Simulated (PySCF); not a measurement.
# CH3AlF2 (SMILES [CH3][Al]([F])[F]): a chain of runs

Aim: a geometry optimisation (HF/6-311G), then vibrational wavenumbers, then a single-point energy (CCSD(T)/def2-mTZVP), then the excited states (EOM-CCSD/3-21G) of CH3AlF2. The job is set up through a Python script.

Program for the calculation: PySCF 2.14.0.

### 1 The structure to begin with

CH3AlF2 has 7 atoms, charge 0, and is taken as a singlet. As SMILES, `[CH3][Al]([F])[F]`. All atoms were displaced at random from a relaxed shape. The run starts from this shape.

Bond lengths: C1–Al2 1.918 Å, Al2–F3 1.607 Å, Al2–F4 1.681 Å, C1–H5 0.943 Å, C1–H6 1.233 Å, C1–H7 1.169 Å. Angles: C1–Al2–F3 131.9°, C1–Al2–F4 117.6°, F3–Al2–F4 110.2°, Al2–C1–H5 113.4°, Al2–C1–H6 101.6°, Al2–C1–H7 107.5°, H5–C1–H6 117.0°, H5–C1–H7 115.2°, H6–C1–H7 100.6°.

### 2 A structure relaxation at HF/6-311G (run 1)

The input, input.xyz:

```xyz
7

C     -0.272799     0.832987    -0.368932
Al     0.332309    -0.895184     0.202637
F      1.433829    -1.343276     1.284041
F     -0.479883    -2.241263    -0.391595
H     -0.945716     0.794725    -1.029021
H     -0.571957     1.359268     0.705503
H      0.672159     1.458089    -0.657940
```

The input, job.py:

```python
# [CH3][Al]([F])[F]
from pyscf import gto, scf
from pyscf.geomopt.geometric_solver import kernel as optimise

molecule = gto.M(
    atom='input.xyz',
    verbose=3,
    spin=0,
    basis='6-311g',
    charge=0,
    max_memory=1860,
)

myscf = scf.RHF(molecule)
converged, mol_eq = optimise(myscf, maxsteps=100)
print('converged:', converged)
print(mol_eq.tostring())

myscf.reset(mol_eq)
molecule = mol_eq
myscf.kernel()
e_final = myscf.e_tot
print('E(%s) = %.9f' % ('HF', e_final))
```

Run with:

```sh
$ OMP_NUM_THREADS=1 python job.py
```

Standard output:

```text
maxiter                   100
[... 37 lines left out ...]
> Will converge when all 5 criteria are reached:
[... 20 lines left out ...]
converged SCF energy = -480.532746307485
[... 24 lines left out ...]
converged SCF energy = -480.571935039377
[... 49 lines left out ...]
converged SCF energy = -480.573788522887
[... 49 lines left out ...]
converged SCF energy = -480.573810421604
[... 38 lines left out ...]
Converged! =D
[... 1 line left out ...]
converged: True
C          -0.20992826        0.86086623       -0.26303900
Al          0.27779769       -0.95356750        0.20901426
F           1.50631474       -1.31691436        1.30306961
F          -0.48325894       -2.31330378       -0.43193171
H          -0.97505842        0.86871007       -1.02777940
H          -0.59060809        1.40520438        0.59308401
H           0.64268328        1.41435097       -0.63772477
converged SCF energy = -480.573810754617
E(HF) = -480.573810755
```

Wall time 70 s (1 thread of Intel Xeon at 2.50GHz (Skylake/Cascade Lake), shared host); peak memory 0.15 GiB.

Step by step:

| step | energy from the first frame kept (eV) | largest force (eV/Å) |
| --- | --- | --- |
| 0 | 0.0000 | 11.3842 |
| 1 | -1.0664 | 0.9540 |
| 2 | -1.1103 | 0.4324 |
| 3 | -1.1168 | 0.0976 |
| 4 | -1.1173 | 0.0382 |
| 5 | -1.1174 | 0.0171 |
| 6 | -1.1174 | 0.0055 |

After the run. Bond lengths: C1–Al2 1.937 Å, Al2–F3 1.685 Å, Al2–F4 1.685 Å, C1–H5 1.082 Å, C1–H6 1.084 Å, C1–H7 1.083 Å. Angles: C1–Al2–F3 122.9°, C1–Al2–F4 123.3°, F3–Al2–F4 113.7°, Al2–C1–H5 110.9°, Al2–C1–H6 111.5°, Al2–C1–H7 111.4°, H5–C1–H6 107.8°, H5–C1–H7 108.0°, H6–C1–H7 107.0°.

### 3 The harmonic vibrations at HF/6-311G (run 2)

The input, start.xyz:

```xyz
7

C     -0.503383     1.868703    -0.487372
Al    -0.015657     0.054270    -0.015319
F      1.212860    -0.309077     1.078737
F     -0.776714    -1.305467    -0.656265
H     -1.268513     1.876547    -1.252112
H     -0.884063     2.413041     0.368751
H      0.349228     2.422188    -0.862058
```

The input, input.py:

```python
# [CH3][Al]([F])[F]
from pyscf import gto, scf, symm
from pyscf.hessian import thermo

molecule = gto.M(
    atom='start.xyz',
    verbose=3,
    max_memory=1860,
    basis='6-311g',
)

mf = scf.RHF(molecule)
mf.kernel()

e_tot = mf.e_tot
print('Final energy', e_tot)
hess = mf.Hessian().kernel()
modes = thermo.harmonic_analysis(molecule, hess)
thermo.dump_normal_mode(molecule, modes)
symm.geom.TOLERANCE = 1e-3  # for the symmetry number
th = thermo.thermo(mf, modes['freq_au'], 1200, 101325)
thermo.dump_thermo(molecule, th)
```

Run with:

```sh
$ OMP_NUM_THREADS=1 python input.py
```

Standard output:

```text
converged SCF energy = -480.573810754548
Final energy -480.57381075454794
[... 84 lines left out ...]
Gibbs free energy [Eh] -480.68747
```

It took 88 s on 1 thread of Intel Xeon at 2.50GHz (Skylake/Cascade Lake), shared host; peak memory 0.14 GiB.

### 4 A single-point energy at CCSD(T)/def2-mTZVP (run 3)

The input, job.py:

```python
from pyscf import gto, scf, cc

molecule = gto.M(
    atom=[
    ('C', (-0.209928, 0.860866, -0.263039)),
    ('Al', (0.277798, -0.953567, 0.209014)),
    ('F', (1.506315, -1.316914, 1.303070)),
    ('F', (-0.483259, -2.313304, -0.431932)),
    ('H', (-0.975058, 0.868710, -1.027779)),
    ('H', (-0.590608, 1.405204, 0.593084)),
    ('H', (0.642683, 1.414351, -0.637725)),
],
    verbose=3,
    basis='def2-mtzvp',
    spin=0,
    max_memory=1860,
    charge=0,
)

myscf = scf.RHF(molecule)
myscf.kernel()

mycc = cc.CCSD(myscf, frozen=8)
mycc.kernel()
e_t = mycc.ccsd_t()
etot = mycc.e_tot + e_t
print('Final energy', etot)
```

Run with:

```sh
$ OMP_NUM_THREADS=1 python job.py
```

Standard output:

```text
converged SCF energy = -480.672414792423
E(CCSD) = -481.2742446504328  E_corr = -0.6018298580099375
CCSD(T) correction = -0.0153776540416394
Final energy -481.2896223044744
```

It took 61 s on 1 thread of Intel Xeon at 2.50GHz (Skylake/Cascade Lake), shared host; peak memory 0.43 GiB.

### 5 The excited states at EOM-CCSD/3-21G (root kind ee, spin of roots singlet) (run 4)

The input, input.xyz:

```xyz
7

C     -0.209928     0.860866    -0.263039
Al     0.277798    -0.953567     0.209014
F      1.506315    -1.316914     1.303070
F     -0.483259    -2.313304    -0.431932
H     -0.975058     0.868710    -1.027779
H     -0.590608     1.405204     0.593084
H      0.642683     1.414351    -0.637725
```

The input, run.py:

```python
import numpy
from pyscf import gto, cc

mol = gto.M(
    atom='input.xyz',
    verbose=4,
    max_memory=1860,
    basis='3-21g',
)

mf = mol.RHF()
mf.kernel()

mycc = cc.CCSD(mf, frozen=8)
mycc.kernel()
e_final = mycc.e_tot
print('E(%s) = %.9f' % ('EOM-CCSD', e_final))

e, vec = mycc.eomee_ccsd_singlet(nroots=6)
roots = numpy.atleast_1d(e) * 27.211386
print('EOM-EE-CCSD roots (eV)')
for i, w in enumerate(roots, 1):
    print('%3d %10.4f' % (i, w))
```

Run with:

```sh
$ OMP_NUM_THREADS=1 python run.py
```

Standard output:

```text
PySCF version 2.14.0

[... 59 lines left out ...]
converged SCF energy = -477.966956525755
[... 12 lines left out ...]
Init t2, MP2 energy = -478.328120611165  E_corr(MP2) -0.361164085410158
[... 12 lines left out ...]
CCSD converged
[... 3 lines left out ...]
******** <class 'pyscf.cc.eom_rccsd.EOMEESinglet'> ********
max_space = 20
max_cycle = 50
conv_tol = 1e-07
partition = None
EOM-CCSD root 0 E = 0.2952899123112605  qpwt = 0.946245  conv = True
EOM-CCSD root 1 E = 0.3218188128789065  qpwt = 0.945363  conv = True
EOM-CCSD root 2 E = 0.3384491743983525  qpwt = 0.949108  conv = True
EOM-CCSD root 3 E = 0.3389700403793334  qpwt = 0.950418  conv = True
EOM-CCSD root 4 E = 0.340135047672512  qpwt = 0.950658  conv = True
EOM-CCSD root 5 E = 0.3536638443884286  qpwt = 0.947487  conv = True
EOM-EE-CCSD roots (eV)
  1     8.0352
  2     8.7571
  3     9.2097
  4     9.2238
  5     9.2555
  6     9.6237
```

It took 41 s on 1 thread of Intel Xeon at 2.50GHz (Skylake/Cascade Lake), shared host; peak memory 0.19 GiB.

The roots found:

| excited state | energy (eV) |
| --- | --- |
| 1 | 8.035 |
| 2 | 8.757 |
| 3 | 9.210 |
| 4 | 9.224 |
| 5 | 9.256 |
| 6 | 9.624 |

### 6 Outcome

| quantity | value |
| --- | --- |
| run 1, HF/6-311G: total energy at the end | -480.57381 Eh |
| run 1, HF/6-311G: dipole moment | 3.34 D |
| run 1, HF/6-311G: HOMO energy | -13.02 eV |
| run 1, HF/6-311G: LUMO energy | 1.69 eV |
| run 1, HF/6-311G: HOMO–LUMO gap | 14.72 eV |
| run 2, HF/6-311G: lowest harmonic wavenumber | 17i cm⁻¹ (imaginary) |
| run 2, HF/6-311G: highest harmonic wavenumber | 3244 cm⁻¹ |
| run 3, CCSD(T)/def2-mTZVP: total energy | -481.28962 Eh |
| run 3, CCSD(T)/def2-mTZVP: dipole moment (Hartree–Fock density) | 2.80 D |
| run 3, CCSD(T)/def2-mTZVP: HOMO energy (Hartree–Fock orbitals) | -12.81 eV |
| run 3, CCSD(T)/def2-mTZVP: LUMO energy (Hartree–Fock orbitals) | 2.03 eV |
| run 3, CCSD(T)/def2-mTZVP: HOMO–LUMO gap (Hartree–Fock orbitals) | 14.84 eV |
| run 3, CCSD(T)/def2-mTZVP: correlation energy (8 core orbitals frozen) | -617.2 mEh |
| run 3, CCSD(T)/def2-mTZVP: (T) correction | -15.38 mEh |
| run 3, CCSD(T)/def2-mTZVP: T1 diagnostic | 0.014 |
| run 4, EOM-CCSD/3-21G: ground-state or mean-field energy | -478.34302 Eh |
| run 4, EOM-CCSD/3-21G: dipole moment (Hartree–Fock density) | 2.82 D |
| run 4, EOM-CCSD/3-21G: HOMO energy (Hartree–Fock orbitals) | -12.63 eV |
| run 4, EOM-CCSD/3-21G: LUMO energy (Hartree–Fock orbitals) | 2.45 eV |
| run 4, EOM-CCSD/3-21G: HOMO–LUMO gap (Hartree–Fock orbitals) | 15.07 eV |
| run 4, EOM-CCSD/3-21G: correlation energy (8 core orbitals frozen) | -376.1 mEh |
| run 4, EOM-CCSD/3-21G: T1 diagnostic | 0.014 |
| run 4, EOM-CCSD/3-21G: lowest singlet excitation energy | 8.04 eV |

The optimisation (run 1, HF/6-311G) took 6 steps and changed the energy by -1.117 eV. 1 mode is imaginary (lowest 17i cm⁻¹); so small a value may be numerical noise or a very soft motion. Mulliken charges (run 2, HF/6-311G) run from -1.18 on C1 to +1.91 on Al2. The triples (run 3, CCSD(T)/def2-mTZVP) make up 2.5 % of the correlation energy. The basis has no diffuse functions, so Rydberg states are missing or pushed up, and the true lowest state may lie lower. Mulliken charges (run 4, EOM-CCSD/3-21G) of the mean-field density run from -1.15 on C1 to +1.52 on Al2.
